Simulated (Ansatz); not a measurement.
# HfHCl+ (quartet): the correlation ladder, def2-SVP

One table from this session's results is given with a row withheld; the runs are named, their logs left out.

Computed with Ansatz 0.2.0, Gaussian basis. Level: def2-SVP, core rule «outside noble gas», up to 9 orbitals frozen.

The runs, in order: UHF; CCSD(T) on ROHF; CCSD(T) on UHF; CISD as a restricted active space (open shells left free, so some higher excitations enter); CCSDT(Q) on ROHF; CCSDT(Q) on UHF.

31 further runs of the same task are left out: 8 for a known fault of the program, 10 that didn't finish, 13 set aside as unsound or not needed. Runs told in other sessions of the task aren't counted.

## What is computed

The geometry is a PBE0/def2-TZVP stationary point (not a proven minimum) of the parent state, kept for this charge and spin. No spin-orbit coupling is included. Elements past krypton take def2 core potentials.

3 atoms, charge 1, spin multiplicity 4.

Atoms are counted from 1 here; the program's logs count them from 0.

Bond lengths: Hf1–Cl2 2.375 Å, Hf1–H3 1.924 Å. Angles: Cl2–Hf1–H3 180.0°.

Set-up of the first run:

in.yaml reads:

```yaml
crystal:
  periodic: [false, false, false]
  atoms:
    - {symbol: Hf, position_ang: [0.000000, 0.000000, 0.150300]}
    - {symbol: Cl, position_ang: [0.000000, 0.000000, -2.224700]}
    - {symbol: H, position_ang: [0.000000, 0.000000, 2.074400]}
basis:
  gaussian: {orbitals: def2-SVP}
total_charge: 1
magnetization: {spin_polarized: true, initial_magnetization: 3}
hamiltonian: {xc: hf}
output: {orbitals: {seedname: orbitals}}
```

The run is started by

```bash
$ ansatz run in.yaml --threads 1 --pin off --events-out ev --progress --plain --max-ram 2393MiB
```

Among the steps run: UHF; CCSD(T) on ROHF; CCSD(T) on UHF; CISD as a restricted active space (open shells left free, so some higher excitations enter); CCSDT(Q) on ROHF; CCSDT(Q) on UHF.

One of the session's tables, all rows but one given; the rest of the session is left out.

```
   method  from RCCSDT(Q) (kJ/mol)
     ROHF                   +503.0
      UHF                   +493.5
     RMP2                        ?
     UMP2                    +57.0
    RCCSD                    +21.1
    UCCSD                    +14.2
 RCCSD(T)                     +3.1
 UCCSD(T)                     -3.7
   RCCSDT                     +0.9
   UCCSDT                     -5.9
RCCSDT(Q)                        0
UCCSDT(Q)                     -7.9
```

Q: Estimate the row for RMP2 from the others.

The run gave: from RCCSDT(Q) (kJ/mol): +65.5. In the column «from RCCSDT(Q) (kJ/mol)» it lies between UMP2 (+57.0) and UHF (+493.5).

Not comparable, so not listed: CISD as a restricted active space (open shells left free, so some higher excitations enter) (they don't share determinant, frozen orbitals or solution with the rows shown, or repeat one).

Limits of these values: Restricted and unrestricted rows rest on different reference determinants; a gap between their highest levels can come from leftover correlation error, from unlike frozen cores or from another state.
